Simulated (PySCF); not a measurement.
# One shape, several levels: GeCNCl2F (SMILES N#[C][Ge]([F])([Cl])[Cl])

Wanted: a comparison of 4 runs (HF/def2-SVP, B3LYP/6-31G*, PBE/def2-TZVP, CCSD(T)/STO-3G) of GeCNCl2F. Input form: a Python script.

The calculation is run with PySCF 2.14.0.

### 1 The molecule

The species is GeCNCl2F (6 atoms), meant as a singlet with charge 0. As SMILES, `N#[C][Ge]([F])([Cl])[Cl]`. Geometry: relaxed at PBE0-D4/def2-TZVP.

Bond lengths: N1–C2 1.150 Å, C2–Ge3 1.904 Å, Ge3–F4 1.709 Å, Ge3–Cl5 2.100 Å, Ge3–Cl6 2.100 Å. Angles: N1–C2–Ge3 178.9°, C2–Ge3–F4 106.8°, C2–Ge3–Cl5 110.3°, C2–Ge3–Cl6 110.3°, F4–Ge3–Cl5 108.5°, F4–Ge3–Cl6 108.5°, Cl5–Ge3–Cl6 112.1°.

### 2 Energy and gradient at HF/def2-SVP (run 1)

geometry.xyz reads:

```xyz
6

N      1.692200    -1.603200     1.062600
C      0.916900    -0.908200     0.573700
Ge    -0.346500     0.270300    -0.227300
F     -1.616200    -0.701300    -0.830900
Cl     0.531100     1.296900    -1.835800
Cl    -1.135400     1.581500     1.211400
```

input.py reads:

```python
# N#[C][Ge]([F])([Cl])[Cl]
import pyscf.grad
from pyscf import gto

molecule = gto.M(
    atom='geometry.xyz',
    verbose=4,
    spin=0,
    charge=0,
    max_memory=1860,
    basis='def2-svp',
)

mf = molecule.RHF()
mf.conv_tol = 1e-10
mf.kernel()
if not mf.converged:
    mf = mf.newton().run(mf.mo_coeff, mf.mo_occ)

e_final = mf.e_tot
print('E = %.10f Eh' % e_final)
grad = mf.Gradients().kernel()
mf.analyze()
```

Started as:

```sh
$ OMP_NUM_THREADS=1 python input.py
```

What it wrote:

```text
PySCF version 2.14.0

[... 84 lines left out ...]
DFT Exchange-Correlation Energy =     -154.563348978193062
[... 11 lines left out ...]
MO #10  energy= -11.3043001541302  occ= 2
[... 9 lines left out ...]
MO #20  energy= -5.3188704193473   occ= 2
[... 9 lines left out ...]
MO #30  energy= -1.15710772870672  occ= 2
[... 9 lines left out ...]
MO #40  energy= -0.524219088796227 occ= 2
[... 9 lines left out ...]
MO #50  energy= 0.250791197693468  occ= 0
[... 9 lines left out ...]
MO #60  energy= 0.71692897193482   occ= 0
[... 9 lines left out ...]
MO #70  energy= 0.991868991604876  occ= 0
[... 9 lines left out ...]
MO #80  energy= 1.20531068793496   occ= 0
[... 9 lines left out ...]
MO #90  energy= 1.85870185478228   occ= 0
[... 9 lines left out ...]
MO #100 energy= 2.79377329218605   occ= 0
[... 9 lines left out ...]
MO #110 energy= 3.89017722809594   occ= 0
[... 80 lines left out ...]
pop of  4 Cl 2px          2.00000
pop of  4 Cl 2py          1.99999
pop of  4 Cl 2pz          1.99999
pop of  4 Cl 3px          1.85625
pop of  4 Cl 3py          1.83460
pop of  4 Cl 3pz          1.68004
pop of  4 Cl 4px          0.00046
pop of  4 Cl 4py          0.00052
pop of  4 Cl 4pz          0.00068
pop of  4 Cl 3dxy         0.00189
pop of  4 Cl 3dyz         0.00513
pop of  4 Cl 3dz^2        0.00340
pop of  4 Cl 3dxz         0.00411
pop of  4 Cl 3dx2-y2      0.00103
pop of  5 Cl 1s           2.00000
pop of  5 Cl 2s           1.99998
pop of  5 Cl 3s           1.85706
pop of  5 Cl 4s           0.00146
pop of  5 Cl 2px          2.00000
pop of  5 Cl 2py          1.99999
pop of  5 Cl 2pz          1.99999
pop of  5 Cl 3px          1.86964
pop of  5 Cl 3py          1.77120
pop of  5 Cl 3pz          1.73006
pop of  5 Cl 4px          0.00050
pop of  5 Cl 4py          0.00058
pop of  5 Cl 4pz          0.00059
pop of  5 Cl 3dxy         0.00252
pop of  5 Cl 3dyz         0.00610
pop of  5 Cl 3dz^2        0.00226
pop of  5 Cl 3dxz         0.00296
pop of  5 Cl 3dx2-y2      0.00173
 ** Mulliken atomic charges  **
charge of    0N =     -0.12311
charge of    1C =     -0.16197
charge of    2Ge =      1.29178
charge of    3F =     -0.51349
charge of    4Cl =     -0.24660
charge of    5Cl =     -0.24661
Dipole moment(X, Y, Z, Debye): -0.47876,  1.91016, -0.44045
```

It took 20 s on 1 thread of Intel Xeon at 2.70GHz, shared host; peak memory 0.26 GiB.

### 3 Energy and gradient at B3LYP/6-31G(d) (Cartesian functions) (run 2)

input.py reads:

```python
# N#[C][Ge]([F])([Cl])[Cl]
import pyscf.grad
from pyscf import gto, dft

mol = gto.M(
    atom=[
    ('N', (1.692200, -1.603200, 1.062600)),
    ('C', (0.916900, -0.908200, 0.573700)),
    ('Ge', (-0.346500, 0.270300, -0.227300)),
    ('F', (-1.616200, -0.701300, -0.830900)),
    ('Cl', (0.531100, 1.296900, -1.835800)),
    ('Cl', (-1.135400, 1.581500, 1.211400)),
],
    max_memory=1860,
    spin=0,
    basis='6-31g*',
    cart=True,
    verbose=4,
)

calc0 = dft.RKS(mol, xc='b3lyp')
calc0.grids.level = 5
calc0.conv_tol = 1e-10
calc0.kernel()
if not calc0.converged:
    calc0 = calc0.newton().run(calc0.mo_coeff, calc0.mo_occ)

etot = calc0.e_tot
print(f'total energy: {etot:.8f} hartree')
grad = calc0.Gradients().kernel()
dip = calc0.dip_moment()
pop, q = calc0.mulliken_pop()
```

Started as:

```sh
$ OMP_NUM_THREADS=1 python input.py
```

What it wrote:

```text
PySCF version 2.14.0

[... 77 lines left out ...]
converged SCF energy = -3189.95395530366
total energy: -3189.95395530 hartree
[... 13 lines left out ...]
Dipole moment(X, Y, Z, Debye): -0.62937,  1.56145, -0.49023
[... 86 lines left out ...]
pop of  4 Cl 2py          1.99140
pop of  4 Cl 2pz          1.99027
pop of  4 Cl 3px          1.24899
pop of  4 Cl 3py          1.23697
pop of  4 Cl 3pz          1.13380
pop of  4 Cl 4px          0.55973
pop of  4 Cl 4py          0.54008
pop of  4 Cl 4pz          0.42496
pop of  4 Cl 3dxx        -0.01745
pop of  4 Cl 3dxy         0.00191
pop of  4 Cl 3dxz         0.00419
pop of  4 Cl 3dyy        -0.01598
pop of  4 Cl 3dyz         0.00508
pop of  4 Cl 3dzz        -0.00614
pop of  5 Cl 1s           1.99865
pop of  5 Cl 2s           1.98839
pop of  5 Cl 3s           1.47293
pop of  5 Cl 4s           0.51255
pop of  5 Cl 2px          1.99162
pop of  5 Cl 2py          1.99095
pop of  5 Cl 2pz          1.99066
pop of  5 Cl 3px          1.25524
pop of  5 Cl 3py          1.19683
pop of  5 Cl 3pz          1.16767
pop of  5 Cl 4px          0.56810
pop of  5 Cl 4py          0.49273
pop of  5 Cl 4pz          0.46396
pop of  5 Cl 3dxx        -0.01810
pop of  5 Cl 3dxy         0.00252
pop of  5 Cl 3dxz         0.00300
pop of  5 Cl 3dyy        -0.01212
pop of  5 Cl 3dyz         0.00607
pop of  5 Cl 3dzz        -0.00978
 ** Mulliken atomic charges  **
charge of    0N =     -0.28763
charge of    1C =      0.27360
charge of    2Ge =      0.47492
charge of    3F =     -0.33712
charge of    4Cl =     -0.06187
charge of    5Cl =     -0.06189
```

It took 90 s on 1 thread of Intel Xeon at 2.70GHz, shared host; peak memory 1.2 GiB.

Run 3 isn't shown in full; the table further down has it.

### 4 A single-point energy at CCSD(T)/STO-3G (run 4)

run.py reads:

```python
from pyscf import gto, scf, cc

molecule = gto.M(
    atom='''
N    1.692200  -1.603200   1.062600
C    0.916900  -0.908200   0.573700
Ge  -0.346500   0.270300  -0.227300
F   -1.616200  -0.701300  -0.830900
Cl   0.531100   1.296900  -1.835800
Cl  -1.135400   1.581500   1.211400
''',
    basis='sto-3g',
    max_memory=1860,
    verbose=4,
)

myscf = scf.RHF(molecule)
myscf.conv_tol = 1e-10
myscf.kernel()
if not myscf.converged:
    myscf = myscf.newton().run(myscf.mo_coeff, myscf.mo_occ)

mycc = cc.CCSD(myscf, frozen=22)
mycc.kernel()
e_t = mycc.ccsd_t()
etot = mycc.e_tot + e_t
print(f'total energy: {etot:.8f} hartree')
dip = myscf.dip_moment()
pop, q = myscf.mulliken_pop()
```

Started as:

```sh
$ OMP_NUM_THREADS=1 python run.py
```

What it wrote:

```text
PySCF version 2.14.0

[... 64 lines left out ...]
converged SCF energy = -3150.2263287349
[... 12 lines left out ...]
Init t2, MP2 energy = -3150.43255017988  E_corr(MP2) -0.206221444975935
[... 12 lines left out ...]
CCSD converged
[... 2 lines left out ...]
total energy: -3150.45219100 hartree
Dipole moment(X, Y, Z, Debye): -1.10251, -0.17012, -0.58721
[... 19 lines left out ...]
pop of  2 Ge 3py          1.97849
pop of  2 Ge 3pz          1.97779
pop of  2 Ge 4px          0.63389
pop of  2 Ge 4py          0.62748
pop of  2 Ge 4pz          0.61242
pop of  2 Ge 3dxy         1.98527
pop of  2 Ge 3dyz         1.98746
pop of  2 Ge 3dz^2        1.99632
pop of  2 Ge 3dxz         1.99038
pop of  2 Ge 3dx2-y2      1.99829
pop of  3 F 1s            1.99925
pop of  3 F 2s            1.96351
pop of  3 F 2px           1.66051
pop of  3 F 2py           1.76235
pop of  3 F 2pz           1.87432
pop of  4 Cl 1s           1.99997
pop of  4 Cl 2s           1.99898
pop of  4 Cl 3s           1.98791
pop of  4 Cl 2px          1.99781
pop of  4 Cl 2py          1.99727
pop of  4 Cl 2pz          1.99385
pop of  4 Cl 3px          1.87150
pop of  4 Cl 3py          1.84067
pop of  4 Cl 3pz          1.62861
pop of  5 Cl 1s           1.99997
pop of  5 Cl 2s           1.99898
pop of  5 Cl 3s           1.98791
pop of  5 Cl 2px          1.99800
pop of  5 Cl 2py          1.99592
pop of  5 Cl 2pz          1.99501
pop of  5 Cl 3px          1.88092
pop of  5 Cl 3py          1.75944
pop of  5 Cl 3pz          1.70042
 ** Mulliken atomic charges  **
charge of    0N =     -0.14541
charge of    1C =     -0.14520
charge of    2Ge =      1.18368
charge of    3F =     -0.25993
charge of    4Cl =     -0.31657
charge of    5Cl =     -0.31657
```

Run time: 3.3 s. Hardware: 1 thread of Intel Xeon at 2.70GHz, shared host; peak memory 0.12 GiB.

### 5 All runs side by side

| run | level | Cartesian functions | integration grid | energy (Eh) | dipole moment (D) of the reference | HOMO energy (eV) | LUMO energy (eV) | wall time |
| --- | --- | --- | --- | --- | --- | --- | --- | --- |
| 1 | HF/def2-SVP | no | – | -3185.530867 | 2.02 | -13.61 | 2.24 | 20 s |
| 2 | B3LYP/6-31G* (Cartesian functions) | yes | 5 | -3189.953955 | 1.75 | -9.84 | -2.13 | 90 s |
| 3 | PBE/def2-TZVP | no | 5 | -3189.431035 | 2.06 | -8.77 | -2.85 | 5.8 min |
| 4 | CCSD(T)/STO-3G | no | – | -3150.452191 | 1.26 | -11.78 | 5.71 | 3.3 s |

### 6 What came out

| quantity | value |
| --- | --- |
| run 4: total energy | -3150.45219 Eh |
| run 4: dipole moment (Hartree–Fock density) | 1.26 D |
| run 4: HOMO energy (Hartree–Fock orbitals) | -11.78 eV |
| run 4: LUMO energy (Hartree–Fock orbitals) | 5.71 eV |
| run 4: HOMO–LUMO gap (Hartree–Fock orbitals) | 17.49 eV |
| run 4: correlation energy (22 core orbitals frozen) | -225.9 mEh |
| run 4: (T) correction | -5.13 mEh |
| run 4: T1 diagnostic | 0.008 |

In words: Over runs 1, 2, 3 the dipole moment (its size) runs from 1.75 D (B3LYP/6-31G*) to 2.06 D (PBE/def2-TZVP). The two ends differ in method and basis. Over runs 1, 2, 3 the HOMO–LUMO gap runs from 5.92 eV (PBE/def2-TZVP) to 15.85 eV (HF/def2-SVP). Totals of different functionals can't be ranked against each other. In run 4 the basis is minimal, so the values are rough. All runs together took 7.7 min, the longest 5.8 min.
